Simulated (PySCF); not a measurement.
# GaF under other conditions

One physical setting of the base script is moved in each run, with the edits that it forces.

Computed with PySCF 2.14.0. Level: each script names its method and basis.

**1. The starting structure**

GaF: 2 atoms, charge 0, spin multiplicity 1.

Bond lengths: Ga1–F2 2.093 Å.

**2. The run that the others are compared with**

File input.py:

```python
from pyscf import gto, scf

mol = gto.M(
    atom='Ga 0 0 0; F 0 0 2.093',
    basis='crenbl',
    ecp={'Ga': 'crenbl', 'F': 'crenbl'},
    charge=0,
    spin=0,
    symmetry=True,
    verbose=4,
)
mf = scf.RHF(mol)
mf.kernel()
mf.mulliken_pop()
mf.dip_moment()
print('orbital energies (hartree):', mf.mo_energy[..., max(0, mol.nelec[1]-3):mol.nelec[0]+3].round(4))
```

Run with:

```bash
$ OMP_NUM_THREADS=1 python input.py
```

Its log is not repeated here.

Base result: E(SCF) = -101.479199 Eh, 10 cycles, μ = 4.90 D.

The bond length is a typed value, not an optimised one.

**3. Quintet (UHF)**

Run 1 changes spin (2S): 0 → 4; SCF type: RHF → UHF.

File input.py:

```python
from pyscf import gto, scf

mol = gto.M(
    atom='Ga 0 0 0; F 0 0 2.093',
    basis='crenbl',
    ecp={'Ga': 'crenbl', 'F': 'crenbl'},
    charge=0,
    spin=4,
    symmetry=True,
    verbose=4,
)
mf = scf.UHF(mol)
mf.kernel()
mf.mulliken_pop()
mf.dip_moment()
print('orbital energies (hartree):', [e[max(0, n-3):n+3].round(4) for e, n in zip(mf.mo_energy, mol.nelec)])
```

Run with:

```bash
$ OMP_NUM_THREADS=1 python input.py
```

**4. Charge +1 (doublet, UHF)**

Run 2 changes charge: 0 → 1; spin (2S): 0 → 1; SCF type: RHF → UHF.

File input.py:

```python
from pyscf import gto, scf

mol = gto.M(
    atom='Ga 0 0 0; F 0 0 2.093',
    basis='crenbl',
    ecp={'Ga': 'crenbl', 'F': 'crenbl'},
    charge=1,
    spin=1,
    symmetry=True,
    verbose=4,
)
mf = scf.UHF(mol)
mf.kernel()
mf.mulliken_pop()
mf.dip_moment()
print('orbital energies (hartree):', [e[max(0, n-3):n+3].round(4) for e, n in zip(mf.mo_energy, mol.nelec)])
```

**5. Electric field 0.05 a.u.**

Run 3 changes electric field: none → 0.05 a.u.; point-group symmetry: on → off.

Changes to input.py since step 2:

```diff
@@ -8,3 +8,2 @@
     spin=0,
-    symmetry=True,
     verbose=4,
@@ -12,2 +11,7 @@
 mf = scf.RHF(mol)
+field = 0.05  # electric field along z, atomic units
+h = mf.get_hcore() + field*mol.intor('int1e_r')[2]
+mf.get_hcore = lambda *args: h
+e_nuc = mol.energy_nuc() - field*mol.atom_charges() @ mol.atom_coords()[:, 2]
+mf.energy_nuc = lambda *args: e_nuc
 mf.kernel()
```

**Question.** What will these runs give? Wanted: for each run, E(SCF); from base; gap, α spin; SCF dipole.

As calculated:

```tsv
run	E(SCF) (hartree)	from base (eV)	cycles	gap, α spin (eV)	SCF dipole (D)
base	-101.479199	0	10	11.32	4.90
quintet (UHF)	-101.199707	+7.6054	10	8.05	1.02
charge +1 (doublet, UHF)	-101.143478	+9.1354	15	13.59	n/a
electric field 0.05 a.u.	-101.427947	+1.3946	10	10.44	0.08
```

In words: The largest comparable shift of the SCF energy, +7.605 eV, comes with the run “quintet (UHF)”. The quintet solution found lies 7.61 eV above the base singlet at this geometry and level. At the SCF level, going to the doublet with one electron fewer costs 9.14 eV at fixed geometry, against 10.65 eV for the negative of the highest filled level.
